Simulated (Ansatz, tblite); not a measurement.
**C39H29F3O: rung by rung**

Aim: run the singlet of C39H29F3O at one geometry on many levels, and compare frontier levels, spin and run time.

The runs use Ansatz 0.2.0, Gaussian basis; as each input shows.

Plan: GFN1-xTB, GFN2-xTB, PBE-D4/def2-SVP, r2SCAN-D4/def2-SVP.

1 further run of the same task is left out (set aside as unsound or not needed).

### 1 The structure

The geometry is that of the singlet, from an earlier relaxation (r2SCAN-D4/def2-SVP).

SMILES `COc1ccc(-c2ccc(/C=C/c3ccc(/C=C/c4ccc(/C=C/c5ccc(C(F)=C(F)F)cc5)cc4)cc3)cc2)cc1`, 72 atoms, charge 0, spin multiplicity 1.

Bond lengths: C1–O2 1.410 Å, C1–H44 1.098 Å, C1–H45 1.105 Å, C1–H46 1.105 Å, O2–C3 1.354 Å, C3–C4 1.406 Å, C3–C43 1.404 Å, C4–C5 1.388 Å, C4–H47 1.093 Å, C5–C6 1.412 Å, C5–H48 1.094 Å, C6–C7 1.476 Å, C6–C42 1.405 Å, C7–C8 1.412 Å, C7–C41 1.408 Å, C8–C9 1.389 Å, C8–H49 1.094 Å, C9–C10 1.413 Å and more. Angles: O2–C1–H44 106.4°, O2–C1–H45 111.6°, O2–C1–H46 111.7°, H44–C1–H45 109.1°, H44–C1–H46 109.1°, H45–C1–H46 108.9°, C1–O2–C3 118.3°, O2–C3–C4 116.2°, O2–C3–C43 124.6°, C4–C3–C43 119.3°, C3–C4–C5 120.3°, C3–C4–H47 118.3°, C5–C4–H47 121.4°, C4–C5–C6 121.5°, C4–C5–H48 119.0°, C6–C5–H48 119.5°, C5–C6–C7 121.3°, C5–C6–C42 117.3° and more.

PBE0-D4/def2-SVP was run before; its log isn't repeated, and its numbers join the tables.

### 2 GFN1-xTB

Tight binding, by tblite at 300 K electronic temperature and without a spin-polarisation term:

```python
tblite.interface.Calculator('GFN1-xTB', numbers, positions, charge=0, uhf=0).singlepoint()
```

Energy -3213.5864 eV, HOMO -10.70 eV, LUMO -8.99 eV; 0.29 s.

### 3 GFN2-xTB

Tight binding, by tblite at 300 K electronic temperature and without a spin-polarisation term:

```python
tblite.interface.Calculator('GFN2-xTB', numbers, positions, charge=0, uhf=0).singlepoint()
```

Energy -3168.8627 eV, HOMO -9.73 eV, LUMO -8.10 eV; 0.25 s.

### 4 PBE-D4/def2-SVP

start.molden holds the orbitals of an earlier run on this state, given as this run's starting guess.

in.yaml

```yaml
crystal:
  periodic: [false, false, false]
  atoms:
    - {symbol: C, position_ang: [-15.469519, -1.401704, -0.308593]}
    - {symbol: O, position_ang: [-14.824449, -0.155060, -0.444644]}
    - {symbol: C, position_ang: [-13.473527, -0.119394, -0.359023]}
    - {symbol: C, position_ang: [-12.876058, 1.144542, -0.510597]}
    - {symbol: C, position_ang: [-11.496470, 1.280751, -0.435205]}
    - {symbol: C, position_ang: [-10.656430, 0.168083, -0.211537]}
    - {symbol: C, position_ang: [-9.190820, 0.317610, -0.128814]}
    - {symbol: C, position_ang: [-8.322963, -0.702733, -0.575670]}
    - {symbol: C, position_ang: [-6.943003, -0.571186, -0.493993]}
    - {symbol: C, position_ang: [-6.348621, 0.593292, 0.042483]}
    - {symbol: C, position_ang: [-4.911388, 0.785800, 0.162287]}
    - {symbol: C, position_ang: [-3.936976, -0.078484, -0.222908]}
    - {symbol: C, position_ang: [-2.501859, 0.111891, -0.091578]}
    - {symbol: C, position_ang: [-1.627529, -0.893150, -0.569464]}
    - {symbol: C, position_ang: [-0.249182, -0.775062, -0.467119]}
    - {symbol: C, position_ang: [0.342161, 0.364071, 0.124649]}
    - {symbol: C, position_ang: [1.775674, 0.548293, 0.269975]}
    - {symbol: C, position_ang: [2.755144, -0.292757, -0.155525]}
    - {symbol: C, position_ang: [4.187840, -0.108477, 0.000394]}
    - {symbol: C, position_ang: [4.770606, 0.985024, 0.680579]}
    - {symbol: C, position_ang: [6.147693, 1.102675, 0.797322]}
    - {symbol: C, position_ang: [7.029108, 0.143690, 0.244297]}
    - {symbol: C, position_ang: [8.461887, 0.328907, 0.400510]}
    - {symbol: C, position_ang: [9.446401, -0.459585, -0.103995]}
    - {symbol: C, position_ang: [10.879547, -0.272432, 0.058000]}
    - {symbol: C, position_ang: [11.767106, -1.161876, -0.588098]}
    - {symbol: C, position_ang: [13.146314, -1.037829, -0.479870]}
    - {symbol: C, position_ang: [13.709338, -0.001137, 0.295160]}
    - {symbol: C, position_ang: [15.140943, 0.198292, 0.460927]}
    - {symbol: F, position_ang: [15.506639, 1.245397, 1.228185]}
    - {symbol: C, position_ang: [16.167662, -0.516341, -0.043094]}
    - {symbol: F, position_ang: [16.034013, -1.575686, -0.815522]}
    - {symbol: F, position_ang: [17.428356, -0.229299, 0.182295]}
    - {symbol: C, position_ang: [12.831545, 0.892889, 0.948711]}
    - {symbol: C, position_ang: [11.455335, 0.759174, 0.832256]}
    - {symbol: C, position_ang: [6.446831, -0.951613, -0.432893]}
    - {symbol: C, position_ang: [5.069662, -1.070280, -0.548123]}
    - {symbol: C, position_ang: [-0.532086, 1.369318, 0.602243]}
    - {symbol: C, position_ang: [-1.910243, 1.251660, 0.498681]}
    - {symbol: C, position_ang: [-7.218502, 1.613085, 0.485379]}
    - {symbol: C, position_ang: [-8.600916, 1.481212, 0.402054]}
    - {symbol: C, position_ang: [-11.272998, -1.086387, -0.065592]}
    - {symbol: C, position_ang: [-12.659678, -1.241072, -0.134400]}
    - {symbol: H, position_ang: [-16.544551, -1.208551, -0.415987]}
    - {symbol: H, position_ang: [-15.149737, -2.113259, -1.091177]}
    - {symbol: H, position_ang: [-15.281027, -1.852249, 0.682628]}
    - {symbol: H, position_ang: [-13.524115, 2.004385, -0.698491]}
    - {symbol: H, position_ang: [-11.052943, 2.269588, -0.582884]}
    - {symbol: H, position_ang: [-8.745868, -1.606953, -1.022892]}
    - {symbol: H, position_ang: [-6.313119, -1.385755, -0.861500]}
    - {symbol: H, position_ang: [-4.617519, 1.739681, 0.616383]}
    - {symbol: H, position_ang: [-4.230024, -1.028940, -0.684422]}
    - {symbol: H, position_ang: [-2.057928, -1.788443, -1.030102]}
    - {symbol: H, position_ang: [0.381425, -1.582709, -0.848102]}
    - {symbol: H, position_ang: [2.065565, 1.475289, 0.778904]}
    - {symbol: H, position_ang: [2.467620, -1.212853, -0.677997]}
    - {symbol: H, position_ang: [4.133800, 1.752087, 1.128838]}
    - {symbol: H, position_ang: [6.570960, 1.959604, 1.331555]}
    - {symbol: H, position_ang: [8.745138, 1.211151, 0.986870]}
    - {symbol: H, position_ang: [9.165710, -1.332019, -0.705792]}
    - {symbol: H, position_ang: [11.352349, -1.972507, -1.195657]}
    - {symbol: H, position_ang: [13.786286, -1.750436, -1.001173]}
    - {symbol: H, position_ang: [13.248777, 1.698954, 1.555215]}
    - {symbol: H, position_ang: [10.814070, 1.470777, 1.358720]}
    - {symbol: H, position_ang: [7.083807, -1.724347, -0.871295]}
    - {symbol: H, position_ang: [4.646193, -1.930619, -1.076617]}
    - {symbol: H, position_ang: [-0.101923, 2.262595, 1.067067]}
    - {symbol: H, position_ang: [-2.540928, 2.055937, 0.886382]}
    - {symbol: H, position_ang: [-6.789447, 2.524114, 0.915480]}
    - {symbol: H, position_ang: [-9.239020, 2.282669, 0.785121]}
    - {symbol: H, position_ang: [-10.658000, -1.967241, 0.140212]}
    - {symbol: H, position_ang: [-13.092188, -2.234053, 0.000553]}
basis:
  gaussian: {orbitals: def2-SVP, fitting: {mean_field: def2-universal-jkfit}, initial_orbitals: start.molden}
hamiltonian: {xc: pbe, dispersion: d4}
scf: {omitted_lower_state_checks: [starts]}
output: {orbitals: {seedname: orbitals}}
```

Launch:

```sh
$ ansatz run in.yaml --threads 2 --pin off --events-out ev --progress --plain --max-ram 20480MiB --backend cuda --devices 0, --max-vram 18GiB
```

The runs that follow: r2SCAN-D4/def2-SVP.

**Question.** What will the summary of the whole plan be? Wanted: gap in def2-SVP, named functionals, smallest and largest; binding an atom, functionals in def2-SVP.

The runs gave:

| quantity | value |
| --- | --- |
| gap in def2-SVP, named functionals, smallest and largest | 1.70 eV (PBE-D4), 3.02 eV (PBE0-D4) |
| binding an atom, functionals in def2-SVP | 5.29 (r2SCAN-D4) to 5.48 eV (PBE-D4) |

In words: Orbital gaps of the named functionals in def2-SVP span 1.70 eV (PBE-D4) to 3.02 eV (PBE0-D4); exact exchange widens it.
